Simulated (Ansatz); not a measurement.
# Al: a tetragonal deformation path

The task here is to estimate one member of a computed series from the others.

Computed with Ansatz 0.2.0 (DFT PBEsol, scalar-relativistic, plane waves, PAW, unless a step's input says otherwise).

### The starting structure

Symmetry: Im-3m, No. 229, cubic system. The conventional cell has a = 3.182 Å, b = 3.182 Å, c = 3.182 Å, α = 90.00°, β = 90.00°, γ = 90.00°. Al (site symmetry m-3m) is surrounded by 8 Al at 2.76 Å.

Structure file:

```
CELL_PARAMETERS angstrom
-1.59122 1.59122 1.59122
1.59122 -1.59122 1.59122
1.59122 1.59122 -1.59122
ATOMIC_POSITIONS crystal
Al 0.00000 0.00000 0.00000
```

It goes back to an entry of the Materials Project, which need not be the stable form.

No relaxation comes first: the listed cell is the starting point.

### Zero of energy

Reference values: F = -524.4497 eV; pressure 2.21 GPa; largest force 0.000 eV/Å; gap on the mesh none (metal). It was computed beforehand with the settings of the runs below.

Set-up of the first run:

At fixed volume and fractional coordinates, lengths along (0.000, 0.000, 1.000) are scaled against those across it; ρ is that ratio over its starting value.

File input.yaml:

```yaml
crystal:
  lattice:
    - [-1.7861725054, 1.7861725054, 1.2628239613]
    - [1.7861725054, -1.7861725054, 1.2628239613]
    - [1.7861725054, 1.7861725054, -1.2628239613]
  atoms:
    - { symbol: Al, position: [0.0, 0.0, 0.0] }
basis:
  ecutwfc: 420
kpoints:
  mp_grid: { grid: [24, 24, 24] }
hamiltonian:
  xc: pbesol
scf:
  occupations: { method: gaussian, width: 0.15 }
output:
  forces: true
  stress: true
  eigenvalues: true
```

Launch:

```
$ ansatz run input.yaml --threads 1 --pin off --max-ram 2560MiB --backend cpu --events-out ev --progress --plain --runs-dir out
```

Among the steps run: Point ρ = 0.707; Point ρ = 1.414; At ρ = 0.850; At ρ = 1.200; At ρ = 0.780; At ρ = 1.300; At ρ = 0.920; ρ = 1.100; At ρ = 0.650; ρ = 1.500; ρ = 0.960; Point ρ = 1.050.

One table of the session follows, with a row left open; its other results are not shown here.

Collected from the runs (energy zero: the undisturbed cell):

```
    ρ  ΔE (meV/atom)  pressure (GPa)
0.650          200.3            10.9
0.707           49.1             6.1
0.780          -13.3             3.3
0.850          -18.0             2.4
0.920           -6.7             2.2
0.960           -2.0             2.2
1.000            0.0             2.2
1.050           -3.4             2.1
1.100          -13.4             2.0
1.200              ?               ?
1.300          -88.1             0.8
1.414          -99.6             0.3
1.500          -94.1             0.6
```

**Question.** Estimate the row for ρ = 1.200.

Worked estimate for «ΔE (meV/atom)». A straight line through the neighbours (1.100, -13.4) and (1.300, -88.1) gives -13.4 + (-88.1 + 13.4) × (1.200 − 1.100) / (1.300 − 1.100) = -50.7; a parabola fitted to 4 rows on both sides gives -57.6.

The run gave: ΔE (meV/atom): -53.1; pressure (GPa): 1.5. In «ΔE (meV/atom)» the line misses by +2.4 and the parabola by -4.5.
